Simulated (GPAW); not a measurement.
# Cd2S (P3m1) in GPAW: further runs

The runs below take Cd2S through relaxation of cell and atoms, with PBEsol.

Program: GPAW 26.7.0. These are calculated values, not measurements. Logs are shortened: lines on timing, memory, paths and dates and some standing lists are left out, and cuts for length are marked. The log counts tension as positive stress, the text compression.

## Step 1: The structure

It takes space group P3m1 (No. 156, trigonal). Conventional cell: a = 3.963 Å, b = 3.963 Å, c = 5.809 Å, α = 90.00°, β = 90.00°, γ = 120.00°. Around Cd (site symmetry 3m) lie 1 S at 2.52 Å. Around Cd (site symmetry 3m) lie 3 S at 2.60 Å. Around S (site symmetry 3m) lie 4 Cd at 2.52 to 2.60 Å.

The cell comes from a database or a generator and needn't be the stable form of this composition.

## Step 2: Relaxation of cell and atoms, PBEsol

run.py reads:

```python
from ase import Atoms
from ase.filters import FrechetCellFilter
from ase.io import write
from ase.optimize import BFGS
from gpaw import GPAW, PW, setup_paths

setup_paths.insert(0, '.')

atoms = Atoms(['Cd', 'Cd', 'S'],
              cell=[[3.962670049, 0.0, 0.0],
                    [-1.9813350245, 3.4317729293, 0.0],
                    [0.0, 0.0, 5.809192]],
              scaled_positions=[[0.3333333333, 0.6666666667, 0.932717],
                                [0.6666666667, 0.3333333333, 0.578735],
                                [0.3333333333, 0.6666666667, 0.365705]],
              pbc=True)

calc = GPAW(mode=PW(600),
            xc='PBEsol',
            kpts={'size': (6, 6, 4), 'gamma': True},
            occupations={'name': 'fermi-dirac', 'width': 0.05},
            nbands=26,
            convergence={'density': 1e-05, 'forces': 0.0001},
            maxiter=150,
            txt='gpaw.txt')
atoms.calc = calc
opt = BFGS(FrechetCellFilter(atoms), trajectory='relax.traj', logfile='-')
done = opt.run(fmax=0.02, steps=60)
calc.write('gs.gpw')
write('result.traj', atoms)
print('Converged:', done)
print('Cell:', atoms.cell.cellpar().round(4))
print('Volume:', round(atoms.get_volume(), 4))
print(atoms.get_scaled_positions().round(5))
```

Potentials or basis: PAW data sets generated in the run's folder for this functional, pw.

Command:

```console
$ gpaw-setup -f PBEsol Cd S
$ OMP_NUM_THREADS=1 python run.py
```

gpaw.txt:

```text
__  _  _
 | _ |_)|_||  |
 |__||  | ||/\| - 26.7.0

Input parameters:
  mode=PW(ecut=600.0),
  convergence={'density': 1e-05, 'forces': 0.0001},
  kpts=MonkhorstPack(size=(6, 6, 4), gamma=True),
  maxiter=150,
  nbands=26,
  occupations=Occupations(name='fermi-dirac', width=0.05),
  xc=XC(name='PBEsol')

Diagonalizing LCAO Hamiltonian
Converting LCAO to pw mode

        Cd

            Cd
        S

Atoms  # Å, Bohr magnetons
|   | symbol |         x |        y |        z |    initial magnetic moments |
|---|--------|-----------|----------|----------|-----------------------------|
| 0 |     Cd | -0.000000 | 2.287849 | 5.418332 | ( 0.0000,  0.0000,  0.0000) |
| 1 |     Cd |  1.981335 | 1.143924 | 3.361983 | ( 0.0000,  0.0000,  0.0000) |
| 2 |      S | -0.000000 | 2.287849 | 2.124451 | ( 0.0000,  0.0000,  0.0000) |

Unit cell  # Å
| periodic |         x |        y |        z |  lengths |     angles |
|----------|-----------|----------|----------|----------|------------|
|      yes |  3.962670 | 0.000000 | 0.000000 | 3.962670 |  90.000000 |
|      yes | -1.981335 | 3.431773 | 0.000000 | 3.962670 |  90.000000 |
|      yes |  0.000000 | 0.000000 | 5.809192 | 5.809192 | 120.000000 |
[... 203 lines left out ...]
Gap: 0.097 eV
Transition (v -> c):
  (s=0, k=15, n=14, [0.33, 0.33, 0.25]) -> (s=0, k=22, n=15, [0.50, 0.50, 0.25])
Direct/indirect transitions are different
Direct gap: 0.473 eV
Transition at: (s=0, k=15, n=14, [0.33, 0.33, 0.25])

Stress tensor  # eV/Ang^3
|         x |        y |         z |
|-----------|----------|-----------|
|  0.018902 | 0.000000 | -0.000000 |
|  0.000000 | 0.018902 |  0.000000 |
| -0.000000 | 0.000000 |  0.024573 |

Forces  # eV/Ang
|       x |       y |        z |
|---------|---------|----------|
| 0.00000 | 0.00000 |  0.02807 |  # Cd   0
| 0.00000 | 0.00000 | -0.12504 |  # Cd   1
| 0.00000 | 0.00000 |  0.09691 |  # S    2

Interpolating wave functions to new cell

        Cd

            Cd
        S

Atoms  # Å, Bohr magnetons
|   | symbol |         x |        y |        z |    initial magnetic moments |
|---|--------|-----------|----------|----------|-----------------------------|
| 0 |     Cd | -0.000000 | 2.282432 | 5.402062 | ( 0.0000,  0.0000,  0.0000) |
| 1 |     Cd |  1.976644 | 1.141216 | 3.349858 | ( 0.0000,  0.0000,  0.0000) |
| 2 |      S | -0.000000 | 2.282432 | 2.119295 | ( 0.0000,  0.0000,  0.0000) |

Unit cell  # Å
| periodic |         x |        y |         z |  lengths |     angles |
|----------|-----------|----------|-----------|----------|------------|
|      yes |  3.953289 | 0.000000 |  0.000000 | 3.953289 |  90.000000 |
|      yes | -1.976644 | 3.423649 | -0.000000 | 3.953289 |  90.000000 |
|      yes |  0.000000 | 0.000000 |  5.791319 | 5.791319 | 120.000000 |

Number of symmetries: 6
Symmetry operations  # r_c * U_cc + t_c -> r_c
|   | kind |            matrix            |
|---|------|------------------------------|
| 0 |  σ   |  1, 1, 0,  0,-1, 0,  0, 0, 1 |
| 1 |  E   |  1, 0, 0,  0, 1, 0,  0, 0, 1 |
| 2 |  C3  |  0, 1, 0, -1,-1, 0,  0, 0, 1 |
| 3 |  σ   |  0,-1, 0, -1, 0, 0,  0, 0, 1 |
| 4 |  σ   | -1, 0, 0,  1, 1, 0,  0, 0, 1 |
| 5 |  C3  | -1,-1, 0,  1, 0, 0,  0, 0, 1 |

BZ-sampling:
  Number of BZ points: 144
  Number of IBZ points: 24
[... 172 lines left out ...]
|         11 |        -0.477 |     2.000 |
|         12 |         0.307 |     2.000 |
[... 8 lines left out ...]
|         21 |        13.871 |     0.000 |
|         22 |        14.441 |     0.000 |
|        ... |               |           |
|         25 |        15.467 |     0.000 |

Gap: 0.107 eV
Transition (v -> c):
  (s=0, k=15, n=14, [0.33, 0.33, 0.25]) -> (s=0, k=22, n=15, [0.50, 0.50, 0.25])
Direct/indirect transitions are different
Direct gap: 0.494 eV
Transition at: (s=0, k=15, n=14, [0.33, 0.33, 0.25])

Stress tensor  # eV/Ang^3
|         x |        y |        z |
|-----------|----------|----------|
|  0.017326 | 0.000000 | 0.000000 |
| -0.000000 | 0.017326 | 0.000000 |
|  0.000000 | 0.000000 | 0.021783 |

Forces  # eV/Ang
[... 49 lines left out ...]
Transition at: (s=0, k=15, n=14, [0.33, 0.33, 0.25])

Stress tensor  # eV/Ang^3
|        x |        y |         z |
|----------|----------|-----------|
| 0.000453 | 0.000000 |  0.000000 |
| 0.000000 | 0.000453 |  0.000000 |
| 0.000000 | 0.000000 | -0.001361 |

Forces  # eV/Ang
|        x |       y |        z |
|----------|---------|----------|
| -0.00000 | 0.00000 |  0.02932 |  # Cd   0
| -0.00000 | 0.00000 | -0.00644 |  # Cd   1
|  0.00000 | 0.00000 | -0.02293 |  # S    2

Interpolating wave functions to new cell

        Cd

            Cd
        S

Atoms  # Å, Bohr magnetons
|   | symbol |         x |        y |        z |    initial magnetic moments |
|---|--------|-----------|----------|----------|-----------------------------|
| 0 |     Cd | -0.000000 | 2.222826 | 5.259672 | ( 0.0000,  0.0000,  0.0000) |
| 1 |     Cd |  1.925024 | 1.111413 | 3.299941 | ( 0.0000,  0.0000,  0.0000) |
| 2 |      S | -0.000000 | 2.222826 | 2.061303 | ( 0.0000,  0.0000,  0.0000) |
[... 435 lines left out ...]
|         11 |        -0.034 |     2.000 |
|         12 |         0.801 |     2.000 |
[... 8 lines left out ...]
|         21 |        14.914 |     0.000 |
|         22 |        15.559 |     0.000 |
|        ... |               |           |
|         25 |        16.752 |     0.000 |

Gap: 0.245 eV
Transition (v -> c):
  (s=0, k=15, n=14, [0.33, 0.33, 0.25]) -> (s=0, k=22, n=15, [0.50, 0.50, 0.25])
Direct/indirect transitions are different
Direct gap: 0.743 eV
Transition at: (s=0, k=15, n=14, [0.33, 0.33, 0.25])

Stress tensor  # eV/Ang^3
|        x |        y |         z |
|----------|----------|-----------|
| 0.000203 | 0.000000 |  0.000000 |
| 0.000000 | 0.000203 | -0.000000 |
| 0.000000 | 0.000000 | -0.001969 |

Forces  # eV/Ang
|        x |       y |        z |
|----------|---------|----------|
|  0.00000 | 0.00000 | -0.01306 |  # Cd   0
| -0.00000 | 0.00000 |  0.00206 |  # Cd   1
|  0.00000 | 0.00000 |  0.01102 |  # S    2

Interpolating wave functions to new cell

        Cd

            Cd
        S

Atoms  # Å, Bohr magnetons
|   | symbol |         x |        y |        z |    initial magnetic moments |
|---|--------|-----------|----------|----------|-----------------------------|
| 0 |     Cd | -0.000000 | 2.220273 | 5.274679 | ( 0.0000,  0.0000,  0.0000) |
| 1 |     Cd |  1.922813 | 1.110136 | 3.306474 | ( 0.0000,  0.0000,  0.0000) |
| 2 |      S | -0.000000 | 2.220273 | 2.061204 | ( 0.0000,  0.0000,  0.0000) |
[... 434 lines left out ...]
|         11 |        -0.048 |     2.000 |
|         12 |         0.781 |     2.000 |
[... 8 lines left out ...]
|         21 |        14.925 |     0.000 |
|         22 |        15.562 |     0.000 |
|        ... |               |           |
|         25 |        16.710 |     0.000 |

Gap: 0.235 eV
Transition (v -> c):
  (s=0, k=15, n=14, [0.33, 0.33, 0.25]) -> (s=0, k=22, n=15, [0.50, 0.50, 0.25])
Direct/indirect transitions are different
Direct gap: 0.734 eV
Transition at: (s=0, k=15, n=14, [0.33, 0.33, 0.25])

Stress tensor  # eV/Ang^3
|        x |         y |         z |
|----------|-----------|-----------|
| 0.000440 |  0.000000 |  0.000000 |
| 0.000000 |  0.000440 |  0.000000 |
| 0.000000 | -0.000000 | -0.000716 |

Forces  # eV/Ang
|       x |        y |        z |
|---------|----------|----------|
| 0.00000 | -0.00000 | -0.01917 |  # Cd   0
| 0.00000 |  0.00000 | -0.00970 |  # Cd   1
| 0.00000 | -0.00000 |  0.02873 |  # S    2

Interpolating wave functions to new cell

        Cd

            Cd
        S

Atoms  # Å, Bohr magnetons
|   | symbol |         x |        y |        z |    initial magnetic moments |
|---|--------|-----------|----------|----------|-----------------------------|
| 0 |     Cd | -0.000000 | 2.219029 | 5.284508 | ( 0.0000,  0.0000,  0.0000) |
| 1 |     Cd |  1.921736 | 1.109515 | 3.312429 | ( 0.0000,  0.0000,  0.0000) |
| 2 |      S | -0.000000 | 2.219029 | 2.064066 | ( 0.0000,  0.0000,  0.0000) |
[... 432 lines left out ...]
|         11 |        -0.054 |     2.000 |
|         12 |         0.780 |     2.000 |
[... 8 lines left out ...]
|         21 |        14.935 |     0.000 |
|         22 |        15.554 |     0.000 |
|        ... |               |           |
|         25 |        16.698 |     0.000 |

Gap: 0.230 eV
Transition (v -> c):
  (s=0, k=15, n=14, [0.33, 0.33, 0.25]) -> (s=0, k=22, n=15, [0.50, 0.50, 0.25])
Direct/indirect transitions are different
Direct gap: 0.729 eV
Transition at: (s=0, k=15, n=14, [0.33, 0.33, 0.25])

Stress tensor  # eV/Ang^3
|         x |         y |        z |
|-----------|-----------|----------|
|  0.000221 | -0.000000 | 0.000000 |
| -0.000000 |  0.000221 | 0.000000 |
|  0.000000 | -0.000000 | 0.000174 |

Forces  # eV/Ang
|        x |       y |        z |
|----------|---------|----------|
|  0.00000 | 0.00000 | -0.00120 |  # Cd   0
|  0.00000 | 0.00000 | -0.00676 |  # Cd   1
| -0.00000 | 0.00000 |  0.00809 |  # S    2

# Writing to gs.gpw (mode='')
```

Wall time 2.7 min (1 thread of AMD EPYC 9R45 (Zen 5), shared host); peak memory 0.32 GiB.

Results:

```
Free energy                            : -7.7000 eV
Relaxed volume                         : 24.21 Å³/atom
Relaxed cell                           : a = 3.842 Å, b = 3.842 Å, c = 5.682 Å, α = 90.00°, β = 90.00°, γ = 120.00°
Space group after relaxing (to 0.05 Å) : P3m1 (No. 156)
Energy gained by relaxing              : 22.7 meV/atom
Ionic steps                            : 15
Pressure after relaxing                : 0.0 GPa
Largest force after relaxing           : 0.008 eV/Å
Band gap on the k mesh                 : 0.23 eV, indirect (least direct gap 0.73 eV)
```

Forces in eV/Å, atoms in the order of the input:
```
Cd   0.000  0.000 -0.001
Cd   0.000  0.000 -0.007
S    0.000  0.000  0.008
```

The path:
```
step  energy change (eV)  largest force (eV/Å)  pressure (GPa)  volume (Å³)
   1              0.0000                0.1250           -3.33        79.00
   2             -0.0126                0.0820           -3.01        78.38
   3             -0.0585                0.2783            0.13        73.46
   4             -0.0603                0.2254           -0.18        73.78
   5             -0.0634                0.1285           -0.45        73.90
   6             -0.0665                0.0324           -0.44        73.50
   7             -0.0675                0.0491           -0.19        73.00
   8             -0.0676                0.0399           -0.03        72.77
   9             -0.0677                0.0293            0.02        72.71
  10             -0.0678                0.0090            0.08        72.63
  11             -0.0679                0.0131            0.08        72.60
  12             -0.0679                0.0265            0.04        72.61
  13             -0.0680                0.0287           -0.01        72.64
  14             -0.0680                0.0205           -0.04        72.66
  15             -0.0680                0.0081           -0.03        72.64
```

Final structure:
```cif
data_structure
_symmetry_space_group_name_H-M 'P 1'
_symmetry_Int_Tables_number 1
_cell_length_a 3.8423
_cell_length_b 3.8423
_cell_length_c 5.6815
_cell_angle_alpha 90.000
_cell_angle_beta 90.000
_cell_angle_gamma 120.000
_cell_volume 72.64
loop_
_atom_site_label
_atom_site_type_symbol
_atom_site_fract_x
_atom_site_fract_y
_atom_site_fract_z
_atom_site_occupancy
Cd1 Cd 0.33333 0.66667 0.93045 1
Cd2 Cd 0.66667 0.33333 0.58317 1
S1 S 0.33333 0.66667 0.36353 1
```

Caveat: later steps reuse the first step's grids. PBEsol gaps usually lie below the measured ones, often by a third to a half.

## Step 3: Relaxation of cell and atoms, PBEsol, target pressure 2 GPa, at which the enthalpy is minimised

run.py, as its differences from that of step 2:

```diff
@@ -4,2 +4,3 @@
 from ase.optimize import BFGS
+from ase.units import GPa
 from gpaw import GPAW, PW, setup_paths
@@ -26,3 +27,3 @@
 atoms.calc = calc
-opt = BFGS(FrechetCellFilter(atoms), trajectory='relax.traj', logfile='-')
+opt = BFGS(FrechetCellFilter(atoms, scalar_pressure=2 * GPa), trajectory='relax.traj', logfile='-')
 done = opt.run(fmax=0.02, steps=60)
```

Potentials or basis: PAW data sets generated in the run's folder for this functional, pw.

Command:

```console
$ gpaw-setup -f PBEsol Cd S
$ OMP_NUM_THREADS=1 python run.py
```

Wall time 2.8 min (1 thread of AMD EPYC 9R45 (Zen 5), shared host); peak memory 0.32 GiB.

Results (log left out):

```yaml
Free_energy: -7.6816 eV
Relaxed_volume: 23.21 Å³/atom
Relaxed_cell: a = 3.768 Å, b = 3.768 Å, c = 5.663 Å, α = 90.00°, β = 90.00°, γ = 120.00°
Space_group_after_relaxing_to_0.05_Å: P3m1 (No. 156)
Energy_change_on_relaxing_the_enthalpy_is_what_falls: -16.6 meV/atom
Ionic_steps: 15
Pressure_after_relaxing: 2.0 GPa
Largest_force_after_relaxing: 0.005 eV/Å
Band_gap_on_the_k_mesh: 0.28 eV, indirect (least direct gap 0.84 eV)
```

Forces on the atoms (eV/Å):
```
Cd   0.000  0.000 -0.001
Cd   0.000  0.000 -0.004
S    0.000  0.000  0.005
```

The path:
```tsv
step	energy change (eV)	largest force (eV/Å)	pressure (GPa)	volume (Å³)
1	0.0000	0.1250	-3.33	79.00
2	-0.0193	0.0678	-2.83	78.02
3	-0.0328	0.4678	2.70	70.29
4	-0.0501	0.3508	1.76	71.20
5	-0.0566	0.2589	1.47	71.31
6	-0.0597	0.0632	1.36	70.77
7	-0.0543	0.0945	1.72	70.21
8	-0.0505	0.0805	2.01	69.86
9	-0.0490	0.0601	2.13	69.71
10	-0.0469	0.0108	2.28	69.48
11	-0.0469	0.0423	2.25	69.43
12	-0.0484	0.0569	2.09	69.53
13	-0.0497	0.0443	1.97	69.62
14	-0.0502	0.0227	1.94	69.65
15	-0.0499	0.0047	1.96	69.62
```

Final structure:
```xyz
3
Lattice="3.7676 0.0000 0.0000 -1.8838 3.2628 0.0000 0.0000 0.0000 5.6634" Properties=species:S:1:pos:R:3 pbc="T T T"
Cd    0.0000    2.1752    5.2706
Cd    1.8838    1.0876    3.3184
S     0.0000    2.1752    2.0423
```

Levels at points of the mesh, in eV from the valence-band top:
```
           k point  band 13  band 14  band 15  band 16  band 17  band 18
(0.00, 0.00, 0.00)    -4.19    -0.53    -0.53     3.72     5.25     7.22
(0.00, 0.00, 0.50)    -0.45    -0.44    -0.44     1.41     4.89     6.81
(0.50, 0.50, 0.00)    -3.30    -1.59    -1.29     0.34     3.18     4.91
(0.50, 0.50, 0.50)    -3.97    -1.44    -1.30     1.72     3.62     4.59
```

Caveat: later steps reuse the first step's grids. A k mesh can miss the band edges.

## Step 4: Relaxation of cell and atoms, PBEsol, target pressure 5 GPa, at which the enthalpy is minimised

run.py, as its differences from that of step 3:

```diff
@@ -27,3 +27,3 @@
 atoms.calc = calc
-opt = BFGS(FrechetCellFilter(atoms, scalar_pressure=2 * GPa), trajectory='relax.traj', logfile='-')
+opt = BFGS(FrechetCellFilter(atoms, scalar_pressure=5 * GPa), trajectory='relax.traj', logfile='-')
 done = opt.run(fmax=0.02, steps=60)
```

Command:

```console
$ gpaw-setup -f PBEsol Cd S
$ OMP_NUM_THREADS=1 python run.py
```

It took 2.5 min on 1 thread of AMD EPYC 9R45 (Zen 5), shared host; peak memory 0.3 GiB.

It converged, with:

```
Free energy                                            : -7.6042 eV
Relaxed volume                                         : 22.01 Å³/atom
Relaxed cell                                           : a = 3.673 Å, b = 3.673 Å, c = 5.651 Å, α = 90.00°, β = 90.00°, γ = 120.00°
Space group after relaxing (to 0.05 Å)                 : P3m1 (No. 156)
Energy change on relaxing (the enthalpy is what falls) : +9.2 meV/atom
Ionic steps                                            : 14
Pressure after relaxing                                : 5.0 GPa
Largest force after relaxing                           : 0.007 eV/Å
Band gap on the k mesh                                 : 0.29 eV, indirect (least direct gap 0.86 eV)
```

Forces on the atoms (eV/Å):
```
Cd   0.000  0.000  0.004
Cd   0.000  0.000 -0.007
S    0.000  0.000  0.004
```

The path:
```
step  energy change (eV)  largest force (eV/Å)  pressure (GPa)  volume (Å³)
   1              0.0000                0.1250           -3.33        79.00
   2             -0.0284                0.0560           -2.56        77.47
   3              0.0821                0.7376            7.03        66.30
   4              0.0036                0.5051            4.56        68.19
   5             -0.0028                0.4168            4.43        68.13
   6              0.0168                0.2203            4.79        66.71
   7              0.0162                0.1554            4.91        66.69
   8              0.0194                0.0637            5.12        66.52
   9              0.0245                0.0610            5.31        66.25
  10              0.0279                0.1192            5.27        66.07
  11              0.0283                0.0998            5.07        66.01
  12              0.0276                0.0698            4.97        66.03
  13              0.0272                0.0278            4.95        66.03
  14              0.0275                0.0074            4.98        66.02
```

Final structure:
```
Cd S
1.0
     3.67290    0.00000    0.00000
    -1.83645    3.18083    0.00000
     0.00000    0.00000    5.65121
Cd S
2 1
Direct
  0.33333 0.66667 0.93131
  0.66667 0.33333 0.58918
  0.33333 0.66667 0.35666
```

Levels at points of the mesh, in eV from the valence-band top:
| k point | band 12 | band 13 | band 14 | band 15 | band 16 | band 17 | band 18 | band 19 |
| --- | --- | --- | --- | --- | --- | --- | --- | --- |
| (0.00, 0.00, 0.00) | -5.24 | -4.38 | -0.29 | -0.29 | 4.15 | 5.38 | 7.62 | 7.62 |
| (0.00, 0.00, 0.50) | -6.96 | -0.62 | -0.21 | -0.21 | 1.55 | 5.15 | 7.23 | 7.23 |
| (0.50, 0.50, 0.00) | -4.97 | -3.32 | -1.43 | -1.24 | 0.29 | 3.19 | 5.17 | 6.50 |
| (0.50, 0.50, 0.50) | -4.43 | -3.96 | -1.58 | -1.12 | 1.79 | 3.83 | 4.80 | 5.94 |

Caveat: later steps reuse the first step's grids; the volume moved by over 15 % at a fixed basis, so the end points are rough.

## Step 5: The runs side by side

| cell | target pressure | gap on the mesh (eV) | pressure (GPa) | largest force (eV/Å) |
| --- | --- | --- | --- | --- |
| relaxed | - | 0.23 | 0.0 | 0.01 |
| relaxed to 2 GPa | 2 GPa | 0.28 | 2.0 | - |
| relaxed to 5 GPa | 5 GPa | 0.29 | 5.0 | 0.01 |

Alike in all rows: task relaxation of cell and atoms; level PBEsol; potentials or basis PAW data sets generated in the run's folder for this functional, pw; no spin polarisation; k mesh 6 × 6 × 4; cutoff (eV) 600; smearing fermi-dirac 0.05 eV.

Caveats: later steps reuse the first step's grids; the volume moved by over 15 % at a fixed basis, so the end points are rough (some runs).

Absolute energies hang on the potentials; compare differences alone.
